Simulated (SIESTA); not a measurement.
## YCuF5 under changes of volume

One of the cells (16.951 Å³/atom); the others are scaled copies at fixed shape and fractional positions:

```
Y Cu F
1.0
    -2.11615    3.47550    4.03327
     2.11615   -3.47550    4.03327
     2.11615    3.47550   -4.03327
Y Cu F
1 1 5
Direct
  0.50000 0.50000 0.00000
  0.00000 0.00000 0.00000
  0.50000 0.00000 0.50000
  0.77434 0.77434 0.00000
  0.22565 0.22565 0.00000
  0.18689 0.50000 0.68689
  0.81311 0.50000 0.31311
```

The cell comes from a database or a generator and needn't be the stable form of this composition.

```yaml
Program: SIESTA 5.4.2
Functional: LDA
Potentials_or_basis: PseudoDojo 0.4 standard (LDA files)
Basis: DZP (energy shift 0.003 Ry; two zetas on semicore shells)
Grid_cutoff: 800 Ry
Energy_shift: 0.003 Ry
k_mesh: 5 × 5 × 5
Occupations: fermi-dirac, width 0.05 eV
Spin: no spin polarisation
```

| volume (Å³/atom) | energy over the lowest point (meV/atom) | pressure (GPa) | largest force (eV/Å) |
| --- | --- | --- | --- |
| 15.933 | 0.00 | 0.0 | 0.624 |
| 16.273 | 2.13 | -1.9 | 0.448 |
| 16.612 | 8.00 | -3.5 | 0.285 |
| 16.951 | 17.20 | -5.0 | 0.157 |
| 17.290 | 29.34 | -6.3 | 0.193 |
| 17.629 | ? | ? | ? |
| 17.968 | 61.32 | -8.6 | 0.268 |

What does the run at 17.629 Å³/atom give?

Energy over the lowest point 44.15 meV/atom; pressure -7.5 GPa; largest force 0.231 eV/Å.

Worked out: A Birch-Murnaghan fit of order 3 (a polynomial in V^(-2/3)) to the other rows has its minimum at 15.92 Å³/atom, just outside them, with B0 = V·E''(V) = 93 GPa and B' = 4.4 at fixed shape and positions, which overstates the stiffness. It gives 44.15 meV/atom at 17.629 Å³/atom, against the run's 44.15, and -dE/dV = -7.6 GPa, against -7.5.

Energies are extrapolated to zero smearing.

Caveats: short orbitals over semicore shells can move pressures by several GPa; the basis of atomic orbitals isn't converged, which shifts pressures, moduli and gaps; an odd number of electrons without spin polarisation forces a metal; a magnetic or distorted state may lie lower; the run has no spin polarisation, though such a crystal can be magnetic.
